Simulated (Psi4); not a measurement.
# doublet CdH2SO+ at 6 levels

Wanted: a comparison of 6 runs (U-r2SCAN/def2-SVP, U-revPBE/def2-SVP, UBLYP/def2-SVP, UPBE/def2-SVP, USVWN5/def2-SVP, UTPSS/def2-SVP) of doublet CdH2SO+. 

Program for the calculation: Psi4 1.11.

### Step 1. The system as given

CdH2SO+ has 5 atoms, charge +1, and is taken as a doublet. As SMILES of the parent species, `[OH][Cd][SH]`. Geometry: a GFN2-xTB relaxation, a rough one for these elements and not checked as a minimum. That shape belongs to the parent species and isn't relaxed for this state.

Bond lengths: O1–Cd2 1.951 Å, Cd2–S3 2.357 Å, O1–H4 0.961 Å, S3–H5 1.332 Å. Angles: O1–Cd2–S3 112.3°, Cd2–O1–H4 118.5°, Cd2–S3–H5 85.8°.

### Step 2. Energy and gradient at U-r2SCAN/def2-SVP (core potential) (run 1)

cdh2os_ase.py reads:

```python
import numpy as np
from ase.calculators.psi4 import Psi4
from ase import Atoms

atoms = Atoms(['O', 'Cd', 'S', 'H', 'H'], positions=[
    [-0.088010, -1.302590, 0.561390],
    [-1.062520, 0.218490, -0.175400],
    [0.373040, 1.975100, -0.816670],
    [-0.584950, -2.080630, 0.826480],
    [1.362440, 1.189630, -0.395800],
])
calc = Psi4(atoms=atoms, method='r2scan', basis='def2-SVP', memory='1600MB', num_threads=1, charge=1, multiplicity=2, label='cdh2os', reference='uks')
calc.psi4.set_options({'puream': True, 'e_convergence': 1e-09, 'd_convergence': 1e-08, 'scf_type': 'pk', 'dft_radial_points': 99, 'dft_spherical_points': 590, 'maxiter': 200})
atoms.calc = calc

forces = atoms.get_forces()
print(f'energy: {atoms.get_potential_energy():.6f} eV')
print('forces / eV A^-1')
print(np.round(forces, 5))
```

The run is started by

```
$ python cdh2os_ase.py
```

cdh2os.dat:

```text
[...]
    !!!  WARNING: ECP capability is in beta. Please check occupations closely.  !!!
[...]
  Running in c1 symmetry.
[...]
  Nuclear repulsion =  156.484599865656065
[...]
  Multiplicity = 2
[...]
  Nalpha       = 23
  Nbeta        = 22
[...]
    Number of basis functions: 73
[...]
   @UKS iter   1:  -641.52701955028976   -3.02442e-01   1.09453e-02 ADIIS/DIIS
[...]
   @UKS iter  19:  -641.82136832377307   -2.04636e-12   9.05206e-09 DIIS
[...]
   @S^2 Observed:                7.579690967E-01
[...]
  @UKS Final Energy:  -641.82136832377307
   => Energetics <=
    Nuclear Repulsion Energy =            156.4845998656560653
    One-Electron Energy =               -1252.8082194005000929
    Two-Electron Energy =                 504.6979549770015865
    DFT Exchange-Correlation Energy =     -50.1957037659306167
    Empirical Dispersion Energy =           0.0000000000000000
    VV10 Nonlocal Energy =                  0.0000000000000000
    Total Energy =                       -641.8213683237730720
[...]
 Multipole Moments:
 ------------------------------------------------------------------------------------
     Multipole            Electronic (a.u.)      Nuclear  (a.u.)        Total (a.u.)
 ------------------------------------------------------------------------------------
 L = 1.  Multiply by 2.5417464519 to convert [e a0] to [Debye]
 Dipole X            :        -29.9170920           29.4583868           -0.4587052
 Dipole Y            :        -11.4083901           11.4325457            0.0241556
 Dipole Z            :          2.5015860           -2.5674511           -0.0658652
 Magnitude           :                                                    0.4640389
[...]
  -Total Gradient:
     Atom            X                  Y                   Z
    ------   -----------------  -----------------  -----------------
       1       -0.005502467168     0.010784520771    -0.005159453617
       2        0.011924078370    -0.005043345062     0.002991744223
       3        0.004957719116    -0.028881659412     0.012977235970
       4        0.002901874986     0.014261658724    -0.005678374400
       5       -0.013926967989     0.008535580345    -0.004949499002
[...]
```

On the terminal:

```text
energy: -17464.849012 eV
forces / eV A^-1
[[ 0.28295 -0.55456  0.26531]
 [-0.61316  0.25934 -0.15384]
 [-0.25494  1.48515 -0.66732]
 [-0.14922 -0.73336  0.29199]
 [ 0.71615 -0.43892  0.25451]]
```

Run time: 35 s. Hardware: 1 thread of Intel Xeon 6975P-C (Granite Rapids), shared host; peak memory 0.84 GiB.

### Step 3. A single-point energy at U-revPBE/def2-SVP (core potential) (run 2)

job.json reads:

```json
{
  "schema_name": "qcschema_input",
  "schema_version": 1,
  "molecule": {
    "schema_name": "qcschema_molecule",
    "schema_version": 2,
    "symbols": ["O", "Cd", "S", "H", "H"],
    "geometry": [-0.1663148, -2.46153835, 1.06087335, -2.0078718, 0.41288626, -0.33145796, 0.70494343, 3.73239807, -1.54328263, -1.1053953, -3.93182087, 1.56182085, 2.57463846, 2.24807489, -0.7479536],
    "molecular_charge": 1,
    "molecular_multiplicity": 2,
    "fix_symmetry": "c1",
    "fix_com": true,
    "fix_orientation": true
  },
  "driver": "energy",
  "model": {
    "method": "revpbe",
    "basis": "def2-SVP"
  },
  "keywords": {
    "reference": "uks",
    "puream": true,
    "e_convergence": 1e-09,
    "d_convergence": 1e-08,
    "scf_type": "pk",
    "dft_radial_points": 99,
    "dft_spherical_points": 590,
    "maxiter": 200,
    "scf_properties": ["DIPOLE", "MULLIKEN_CHARGES", "LOWDIN_CHARGES"]
  }
}
```

The run is started by

```
$ psi4 --qcschema job.json -n 1 --memory 1600MB
```

stdout:

```text
[...]
    !!!  WARNING: ECP capability is in beta. Please check occupations closely.  !!!
[...]
  Running in c1 symmetry.
[...]
  Nuclear repulsion =  156.484600035469043
[...]
  Multiplicity = 2
[...]
  Nalpha       = 23
  Nbeta        = 22
[...]
    Number of basis functions: 73
[...]
   @UKS iter   1:  -641.44686926833651   -2.45431e-01   1.17370e-02 ADIIS/DIIS
[...]
   @UKS iter  19:  -641.78726753928754   -1.25056e-12   5.87060e-09 DIIS
[...]
   @S^2 Observed:                7.545263662E-01
[...]
  @UKS Final Energy:  -641.78726753928754
   => Energetics <=
    Nuclear Repulsion Energy =            156.4846000354690432
    One-Electron Energy =               -1252.6520325005399172
    Two-Electron Energy =                 504.5108585322366821
    DFT Exchange-Correlation Energy =     -50.1306936064534128
    Empirical Dispersion Energy =           0.0000000000000000
    VV10 Nonlocal Energy =                  0.0000000000000000
    Total Energy =                       -641.7872675392875408
[...]
 Multipole Moments:
 ------------------------------------------------------------------------------------
     Multipole            Electronic (a.u.)      Nuclear  (a.u.)        Total (a.u.)
 ------------------------------------------------------------------------------------
 L = 1.  Multiply by 2.5417464519 to convert [e a0] to [Debye]
 Dipole X            :         27.0954064          -28.7396164           -1.6442100
 Dipole Y            :        -45.9166516           46.6000415            0.6833900
 Dipole Z            :         21.5840106          -22.0208272           -0.4368167
 Magnitude           :                                                    1.8333731
[...]
  Mulliken Charges: (a.u.)
   Center  Symbol    Alpha    Beta     Spin     Total
       1     O     4.32364  3.97307  0.35057 -0.29671
       2    CD     9.58114  9.63057 -0.04944  0.78829
       3     S     8.30281  7.57636  0.72645  0.12083
       4     H     0.38613  0.39380 -0.00767  0.22007
       5     H     0.40628  0.42619 -0.01991  0.16753
   Total alpha = 23.00000, Total beta = 22.00000, Total charge =  1.00000
  Lowdin Charges: (a.u.)
   Center  Symbol    Alpha    Beta     Spin     Total
       1     O     4.20321  3.86874  0.33447 -0.07195
[...]
```

The result, in JSON:

```text
{
 "driver": "energy",
 "model": {
  "method": "revpbe",
  "basis": "def2-SVP"
 },
 "success": true,
 "return_result": -641.7872675392875,
 "properties": {
  "calcinfo_nbasis": 73,
  "calcinfo_nmo": 73,
  "calcinfo_nalpha": 23,
  "calcinfo_nbeta": 22,
  "calcinfo_natom": 5,
  "nuclear_repulsion_energy": 156.48460003546904,
  "return_energy": -641.7872675392875,
  "scf_one_electron_energy": -1252.65203250054,
  "scf_two_electron_energy": 504.5108585322367,
  "scf_xc_energy": -50.13069360645341,
  "scf_dipole_moment": [-1.6442099573665274, 0.6833899655371738, -0.43681666969834154],
  "scf_total_energy": -641.7872675392875,
  "scf_iterations": 19
 }
}
```

Run time: 17 s. Hardware: 1 thread of Intel Xeon 6975P-C (Granite Rapids), shared host; peak memory 0.72 GiB.

Runs 3 to 4 aren't shown in full; the table further down has their settings and results.

### Step 4. A single-point energy at USVWN5/def2-SVP (core potential) (run 5)

input.inp reads:

```
memory 1600 MB

molecule mol {
  1 2
  O
  Cd 1 r2
  S 2 r3 1 a3
  H 1 r4 2 a4 3 d4
  H 3 r5 2 a5 1 d5

  r2 = 1.950952
  r3 = 2.357486
  a3 = 112.30282
  r4 = 0.960504
  a4 = 118.51243
  d4 = -178.11601
  r5 = 1.331543
  a5 = 85.81078
  d5 = -0.02399
  symmetry c1
}

set {
  basis                def2-SVP
  reference            uks
  puream               true
  e_convergence        1e-09
  d_convergence        1e-08
  scf_type             pk
  dft_radial_points    99
  dft_spherical_points 590
  maxiter              200
}

energy_value, wavefunction = energy("scf", dft_functional={"name": "SVWN5", "x_functionals": {"LDA_X": {}}, "c_functionals": {"LDA_C_VWN": {}}}, return_wfn=True)
oeprop(wavefunction, "QUADRUPOLE", "LOWDIN_CHARGES", "MAYER_INDICES")
```

The run is started by

```
$ psi4 -i input.inp -o input.out -n 1
```

input.out:

```text
[...]
    !!!  WARNING: ECP capability is in beta. Please check occupations closely.  !!!
[...]
  Running in c1 symmetry.
[...]
  Nuclear repulsion =  156.484586862443251
[...]
  Multiplicity = 2
[...]
  Nalpha       = 23
  Nbeta        = 22
[...]
    Number of basis functions: 73
[...]
   @UKS iter   1:  -639.29601914090324   -2.07873e-01   1.15860e-02 ADIIS/DIIS
[...]
   @UKS iter  20:  -639.62601210847788   -1.93268e-12   7.65040e-09 DIIS
[...]
   @S^2 Observed:                7.531163990E-01
[...]
    Orbital Energies [Eh]
    ---------------------
    Alpha Occupied:
       1A    -87.958200     2A    -18.840188     3A     -7.907825
       4A     -5.968499     5A     -5.965533     6A     -5.962647
       7A     -4.240195     8A     -2.786067     9A     -2.785934
      10A     -2.783316    11A     -1.087314    12A     -0.915385
      13A     -0.739906    14A     -0.724413    15A     -0.718068
      16A     -0.715615    17A     -0.714561    18A     -0.614896
      19A     -0.594867    20A     -0.522426    21A     -0.499004
      22A     -0.490985    23A     -0.485921
    Alpha Virtual:
      24A     -0.351893    25A     -0.223636    26A     -0.199820
[...]
  @UKS Final Energy:  -639.62601210847788
   => Energetics <=
    Nuclear Repulsion Energy =            156.4845868624432512
    One-Electron Energy =               -1252.1783806842167905
    Two-Electron Energy =                 503.9505646613470162
    DFT Exchange-Correlation Energy =     -47.8827829480512719
    Empirical Dispersion Energy =           0.0000000000000000
    VV10 Nonlocal Energy =                  0.0000000000000000
    Total Energy =                       -639.6260121084778802
[...]
 Multipole Moments:
 ------------------------------------------------------------------------------------
     Multipole            Electronic (a.u.)      Nuclear  (a.u.)        Total (a.u.)
 ------------------------------------------------------------------------------------
 L = 1.  Multiply by 2.5417464519 to convert [e a0] to [Debye]
 Dipole X            :         -0.0192585            0.0368489            0.0175904
 Dipole Y            :         31.6016401          -31.3328456            0.2687945
 Dipole Z            :          4.8873274           -4.8314894            0.0558380
 Magnitude           :                                                    0.2750960
 L = 2.  Multiply by 1.3450342976 to convert [e a0^2] to [Debye ang]
 Quadrupole XX       :        -26.5185566            0.0027227          -26.5158339
 Quadrupole XY       :         -0.0747217            0.1410038            0.0662821
[...]
```

Wall time 11 s (1 thread of Intel Xeon 6975P-C (Granite Rapids), shared host); peak memory 0.38 GiB.

### Step 5. A single-point energy at UTPSS/def2-SVP (core potential) (run 6)

job.json reads:

```json
{
 "schema_name": "qcschema_input",
 "schema_version": 1,
 "molecule": {
  "schema_name": "qcschema_molecule",
  "schema_version": 2,
  "symbols": ["O", "Cd", "S", "H", "H"],
  "geometry": [-0.1663148, -2.46153835, 1.06087335, -2.0078718, 0.41288626, -0.33145796, 0.70494343, 3.73239807, -1.54328263, -1.1053953, -3.93182087, 1.56182085, 2.57463846, 2.24807489, -0.7479536],
  "molecular_charge": 1,
  "molecular_multiplicity": 2,
  "fix_symmetry": "c1"
 },
 "driver": "energy",
 "model": {
  "method": "tpss",
  "basis": "def2-SVP"
 },
 "keywords": {
  "reference": "uks",
  "puream": true,
  "e_convergence": 1e-09,
  "d_convergence": 1e-08,
  "scf_type": "pk",
  "dft_radial_points": 99,
  "dft_spherical_points": 590,
  "maxiter": 200
 }
}
```

The run is started by

```
$ psi4 --qcschema job.json -n 1 --memory 1600MB
```

stdout:

```text
[...]
    !!!  WARNING: ECP capability is in beta. Please check occupations closely.  !!!
[...]
  Running in c1 symmetry.
[...]
  Nuclear repulsion =  156.484600035469043
[...]
  Multiplicity = 2
[...]
  Nalpha       = 23
  Nbeta        = 22
[...]
    Number of basis functions: 73
[...]
   @UKS iter   1:  -641.45476023284687   -2.74551e-01   1.17438e-02 ADIIS/DIIS
[...]
   @UKS iter  18:  -641.79319720318438   -3.41061e-13   6.86732e-09 DIIS
[...]
   @S^2 Observed:                7.554242710E-01
[...]
    Orbital Energies [Eh]
    ---------------------
    Alpha Occupied:
       1A    -88.604336     2A    -19.120083     3A     -8.002845
       4A     -5.989422     5A     -5.985536     6A     -5.982110
       7A     -4.273570     8A     -2.809896     9A     -2.809753
      10A     -2.806820    11A     -1.108841    12A     -0.923048
      13A     -0.734827    14A     -0.720309    15A     -0.715459
      16A     -0.713210    17A     -0.712329    18A     -0.610418
      19A     -0.596729    20A     -0.515379    21A     -0.500404
      22A     -0.486311    23A     -0.482573
    Alpha Virtual:
      24A     -0.335031    25A     -0.210008    26A     -0.186077
[...]
  @UKS Final Energy:  -641.79319720318438
   => Energetics <=
    Nuclear Repulsion Energy =            156.4846000354690432
    One-Electron Energy =               -1252.6207341122253638
    Two-Electron Energy =                 504.4813471724456804
    DFT Exchange-Correlation Energy =     -50.1384102988738505
    Empirical Dispersion Energy =           0.0000000000000000
    VV10 Nonlocal Energy =                  0.0000000000000000
    Total Energy =                       -641.7931972031843770
[...]
 Multipole Moments:
 ------------------------------------------------------------------------------------
     Multipole            Electronic (a.u.)      Nuclear  (a.u.)        Total (a.u.)
 ------------------------------------------------------------------------------------
 L = 1.  Multiply by 2.5417464519 to convert [e a0] to [Debye]
 Dipole X            :        -29.8985741           29.4583867           -0.4401873
 Dipole Y            :        -11.5340759           11.4325458           -0.1015302
 Dipole Z            :          2.5573378           -2.5674511           -0.0101134
 Magnitude           :                                                    0.4518579
[...]
```

The result, in JSON:

```text
{
 "driver": "energy",
 "model": {
  "method": "tpss",
  "basis": "def2-SVP"
 },
 "success": true,
 "return_result": -641.7931972031844,
 "properties": {
  "calcinfo_nbasis": 73,
  "calcinfo_nmo": 73,
  "calcinfo_nalpha": 23,
  "calcinfo_nbeta": 22,
  "calcinfo_natom": 5,
  "nuclear_repulsion_energy": 156.48460003546904,
  "return_energy": -641.7931972031844,
  "scf_one_electron_energy": -1252.6207341122254,
  "scf_two_electron_energy": 504.4813471724457,
  "scf_xc_energy": -50.13841029887385,
  "scf_dipole_moment": [-0.44018731895361896, -0.10153018820062343, -0.010113357652688837],
  "scf_total_energy": -641.7931972031844,
  "scf_iterations": 18
 }
}
```

It took 40 s on 1 thread of Intel Xeon 6975P-C (Granite Rapids), shared host; peak memory 0.82 GiB.

### Step 6. The series

```
run                               level      task  energy (Eh)  HOMO energy (eV)  LUMO energy (eV)   ⟨S²⟩  wall time
  1  U-r2SCAN/def2-SVP (core potential)  gradient  -641.821368            -12.38            -11.89  0.758       35 s
  2  U-revPBE/def2-SVP (core potential)    energy  -641.787268            -12.32            -11.88  0.755       17 s
  3     UBLYP/def2-SVP (core potential)  gradient  -641.777289            -12.29            -11.84  0.754       17 s
  4      UPBE/def2-SVP (core potential)  gradient  -641.583130            -12.41            -11.97  0.754       20 s
  5    USVWN5/def2-SVP (core potential)    energy  -639.626012            -12.76            -12.31  0.753       11 s
  6     UTPSS/def2-SVP (core potential)    energy  -641.793197            -12.33            -11.87  0.755       40 s
```

### Step 7. What came out

```
                                 quantity          value
                      run 6: total energy  -641.79320 Eh
run 6: HOMO energy (highest over α and β)      -12.33 eV
 run 6: LUMO energy (lowest over α and β)      -11.87 eV
                              run 6: ⟨S²⟩          0.755
```

**Reading.** Totals of different functionals can't be ranked against each other. All runs together took 2.3 min, the longest 40 s.
